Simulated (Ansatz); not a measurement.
# Cl₂FGeH₄NSi: one species, many methods

An exercise on one series of results from a longer session: the logs are not shown, and one member is left open.

Program: Ansatz 0.2.0, Gaussian basis. Level of theory: functionals in def2-TZVPP, the program's frozen cores in correlated methods. These are calculated values, not measurements.

Levels to be run: PBE-D4, r2SCAN-D4, PBE0-D4, B3LYP-D4, ωB97X-V, ωB97M-V, B2PLYP; CCSD(T)/def2-TZVPP; MP2/def2-QZVPP; extrapolation to the limit.

## Structure used throughout

All runs share one geometry, relaxed beforehand with PBE0-D4 in a triple-zeta def2 set.

SMILES `F[SiH](Cl)[NH][GeH2][Cl]`, 10 atoms, charge 0, spin multiplicity 1.

Atoms are counted from 1 here; the program's logs count them from 0.

Bond lengths: F1–Si2 1.591 Å, Si2–Cl3 2.038 Å, Si2–N4 1.695 Å, Si2–H7 1.472 Å, N4–Ge5 1.831 Å, N4–H8 1.011 Å, Ge5–Cl6 2.155 Å, Ge5–H9 1.531 Å, Ge5–H10 1.526 Å. Angles: F1–Si2–Cl3 106.1°, F1–Si2–N4 112.2°, F1–Si2–H7 106.7°, Cl3–Si2–N4 108.8°, Cl3–Si2–H7 111.2°, N4–Si2–H7 111.8°, Si2–N4–Ge5 129.6°, Si2–N4–H8 116.1°, Ge5–N4–H8 114.1°, N4–Ge5–Cl6 109.4°, N4–Ge5–H9 108.1°, N4–Ge5–H10 109.6°, Cl6–Ge5–H9 106.5°, Cl6–Ge5–H10 107.5°, H9–Ge5–H10 115.6°.

Set-up of the first run:

in.yaml

```yaml
crystal:
  periodic: [false, false, false]
  atoms:
    - {symbol: F, position_ang: [-1.477413, -0.445291, 2.210259]}
    - {symbol: Si, position_ang: [-1.124626, 0.535869, 1.008729]}
    - {symbol: Cl, position_ang: [0.333800, 1.778180, 1.702706]}
    - {symbol: N, position_ang: [-0.535093, -0.296918, -0.344682]}
    - {symbol: Ge, position_ang: [1.193330, -0.639529, -0.844170]}
    - {symbol: Cl, position_ang: [1.912595, 0.970475, -2.083674]}
    - {symbol: H, position_ang: [-2.354829, 1.282310, 0.697952]}
    - {symbol: H, position_ang: [-1.225435, -0.591291, -1.021392]}
    - {symbol: H, position_ang: [1.195051, -1.894875, -1.719912]}
    - {symbol: H, position_ang: [2.082629, -0.698929, 0.394183]}
basis:
  gaussian: {orbitals: def2-TZVPP}
hamiltonian: {xc: pbe, dispersion: d4}
output: {forces: true, orbitals: {seedname: orbitals}}
```

On the command line:

```console
> ansatz run in.yaml --threads 2 --pin off --events-out ev --progress --plain --max-ram 22528MiB --backend cuda --devices 0, --max-vram 18GiB
```

Steps of the session up to this table: PBE-D4 (GGA); r2SCAN-D4 (meta-GGA); PBE0-D4 (hybrid); B3LYP-D4 (hybrid); ωB97X-V (range-separated); ωB97M-V (range-separated); B2PLYP (double hybrid); CCSD(T) in def2-TZVPP; MP2 in def2-QZVPP.

One table of the session follows, with a row left open; its other results are not shown here.

| method | atomisation energy (kJ/mol) |
| --- | --- |
| PBE-D4 | 3360.5 |
| r2SCAN-D4 | 3344.3 |
| PBE0-D4 | 3310.3 |
| B3LYP-D4 | 3308.4 |
| ωB97X-V | 3370.5 |
| ωB97M-V | 3349.4 |
| B2PLYP | 3284.4 |
| HF/def2-TZVPP | 2398.0 |
| MP2/def2-TZVPP | 3335.8 |
| CCSD/def2-TZVPP | 3197.5 |
| CCSD(T)/def2-TZVPP | ? |
| MP2/CBS | 3440.6 |
| CCSD(T)/CBS | 3359.2 |

Q: Estimate the row for CCSD(T)/def2-TZVPP from the others.

The run gave: atomisation energy (kJ/mol): 3254.3. In the column «atomisation energy (kJ/mol)» it lies between CCSD/def2-TZVPP (3197.5) and B2PLYP (3284.4).

Limits of these values: Free atoms (1 F, 1 Si, 2 Cl, 1 N, 1 Ge, 4 H) were run apart at each level; the atomisation energy is their sum less the molecule, without zero-point or spin-orbit terms.
